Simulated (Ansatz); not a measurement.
# CH4F2OSSi: the cost of one run

Computed with Ansatz 0.2.0 through its Python package. Level of theory: PBE0/cc-pVDZ.

## (1) Starting point

Bond lengths: C1–O2 1.430 Å, O2–Si3 1.682 Å, Si3–F4 1.587 Å, Si3–F5 1.562 Å, Si3–S6 2.152 Å, C1–H7 1.127 Å, C1–H8 1.065 Å, C1–H9 1.076 Å, S6–H10 1.345 Å. Angles: C1–O2–Si3 119.0°, O2–C1–H7 106.7°, O2–C1–H8 109.7°, O2–C1–H9 109.4°, H7–C1–H8 110.6°, H7–C1–H9 105.6°, H8–C1–H9 114.5°, O2–Si3–F4 106.9°, O2–Si3–F5 109.5°, O2–Si3–S6 107.5°, F4–Si3–F5 113.9°, F4–Si3–S6 107.7°, F5–Si3–S6 111.0°, Si3–S6–H10 94.8°.

The script holds or builds the structure itself.

## (2) Script

Contents of opt_ch4f2ossi.py:

```python
'''Minimum-energy structure of CH4F2OSSi.'''

import argparse
import itertools
import logging
import sys

import ansatz as az
from ase.data import atomic_numbers, covalent_radii
import numpy as np

logging.basicConfig(stream=sys.stdout, format='[%(levelname)s] %(message)s')
logger = logging.getLogger('ansatz_job')
logger.setLevel(logging.INFO)

parser = argparse.ArgumentParser(description='Minimum-energy structure of CH4F2OSSi.')
parser.add_argument('--basis-set', default='cc-pVDZ', help='basis')
parser.add_argument('--functional', default='pbe0', help='exchange-correlation functional')
args = parser.parse_args()

geometry_ang = [
    ('C', (-0.1993, -1.2139, 1.1455)),
    ('O', (0.4502, -0.0663, 0.5914)),
    ('Si', (-0.241, 0.6997, -0.7373)),
    ('F', (-0.1572, -0.3195, -1.9515)),
    ('F', (-1.6958, 1.147, -0.3842)),
    ('S', (0.9926, 2.3952, -1.2195)),
    ('H', (-1.2096, -0.871, 1.5077)),
    ('H', (-0.305, -1.9627, 0.3956)),
    ('H', (0.33, -1.535, 2.0258)),
    ('H', (2.1182, 1.6754, -1.3706)),
]
mol = az.Crystal.molecule()
for symbol, xyz in geometry_ang:
    mol = mol.atom(symbol, xyz)

calculation = (
    mol.calculation()
    .basis(gaussian=args.basis_set)
    .functional(args.functional)
)
symbols = [site.symbol for site in mol.cartesian_sites]
start = np.array([site.position_ang for site in mol.cartesian_sites], dtype=float)
rep = calculation.relax(force_tolerance=0.01, max_steps=100).run(threads=1, backend='cpu').report
end = np.array(rep['positions_ang'])

for key in ('converged', 'free_energy_ev', 'reference_energy_ev', 'n_frozen', 'n_occupied', 'n_virtual'):
    logger.info(f'{key:22s} {rep[key]}')

# pairs closer than 1.2 times the sum of covalent radii, before or after
radius = [covalent_radii[atomic_numbers[s]] for s in symbols]
span = lambda where, i, j: np.linalg.norm(where[i] - where[j])
bonded = [(i, j) for i, j in itertools.combinations(range(len(symbols)), 2) if min(span(start, i, j), span(end, i, j)) < 1.2 * (radius[i] + radius[j])]
logger.info('pair        before    after (A)')
for i, j in bonded:
    print(f'{symbols[i]}{i}-{symbols[j]}{j}'.ljust(10), f'{span(start, i, j):8.4f} {span(end, i, j):8.4f}')
for first, second in list(itertools.combinations(bonded, 2)):
    shared = set(first) & set(second)
    if shared and symbols[(j := shared.pop())] != 'H':
        i, k = sorted((set(first) | set(second)) - {j})
        u, v = end[i] - end[j], end[k] - end[j]
        angle = np.degrees(np.arccos(np.clip(u @ v / np.linalg.norm(u) / np.linalg.norm(v), -1, 1)))
        logger.info(f'final angle {symbols[i]}{i}-{symbols[j]}{j}-{symbols[k]}{k}: {angle:.2f} deg')

charges = rep['charge_distribution']
dipole = np.array(charges['dipole_moment_e_ang']) * 4.803205
logger.info('dipole (D): {:.3f} {:.3f} {:.3f}, length {:.3f}'.format(*dipole, np.linalg.norm(dipole)))
logger.info('atom  Mulliken   Lowdin')
for symbol, m, l in zip(symbols, charges['mulliken_charges_e'], charges['lowdin_charges_e']):
    logger.info(f'{symbol:4s} {m:9.3f} {l:8.3f}')
```

## (3) The input behind the calls

The engine receives this input:

```yaml
crystal:
  periodic: [false, false, false]
  atoms:
    - { symbol: C, position_ang: [-0.1993, -1.2139, 1.1455] }
    - { symbol: O, position_ang: [0.4502, -0.0663, 0.5914] }
    - { symbol: Si, position_ang: [-0.241, 0.6997, -0.7373] }
    - { symbol: F, position_ang: [-0.1572, -0.3195, -1.9515] }
    - { symbol: F, position_ang: [-1.6958, 1.147, -0.3842] }
    - { symbol: S, position_ang: [0.9926, 2.3952, -1.2195] }
    - { symbol: H, position_ang: [-1.2096, -0.871, 1.5077] }
    - { symbol: H, position_ang: [-0.305, -1.9627, 0.3956] }
    - { symbol: H, position_ang: [0.33, -1.535, 2.0258] }
    - { symbol: H, position_ang: [2.1182, 1.6754, -1.3706] }
basis:
  gaussian:
    orbitals: cc-pVDZ
hamiltonian:
  xc: pbe0
relax:
  f_tol: 0.01
  max_steps: 100
```

## (4) The run

The run is started by

```console
$ python opt_ch4f2ossi.py
```

What time and memory should one allow on 1 thread of Intel Xeon Platinum 8488C (Sapphire Rapids), shared host?

About 1.9 min, with a peak of 0.35 GiB.
